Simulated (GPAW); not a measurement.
SrO:

```xyz
2
Lattice="0.0000 2.5800 2.5800 2.5800 0.0000 2.5800 2.5800 2.5800 0.0000" Properties=species:S:1:pos:R:3 pbc="T T T"
Sr    0.0000    0.0000    0.0000
O     2.5800    2.5800    2.5800
```

The cell was built by a generator and isn't the measured one.

Base run:

* Program: GPAW 26.7.0
* Functional: r2SCAN
* Potentials or basis: GPAW PAW data sets (gpaw-data 1.2.1)
* Cutoff: 600 eV
* Basis: pw
* k mesh: 8 × 8 × 8
* Occupations: fermi-dirac, width 0.05 eV
* Spin: no spin polarisation

Its results: band gap on the k mesh 3.83 eV, indirect (least direct gap 3.92 eV); pressure -1.9 GPa.

The run is repeated on the same cell with these changes: functional from r2SCAN to PBE. What comes out?

Band gap on the k mesh 3.36 eV, indirect (least direct gap 3.45 eV); pressure -0.3 GPa.

r2SCAN gives the wider gap, since meta-GGAs in the generalised Kohn-Sham scheme recover part of the derivative discontinuity.

Caveats: the cutoff is short for stress and forces, so pressures can be off by a GPa or more; the PAW data sets were made with another functional, which shifts forces and pressure a little (some runs).

Not every run made on this cell is shown here.
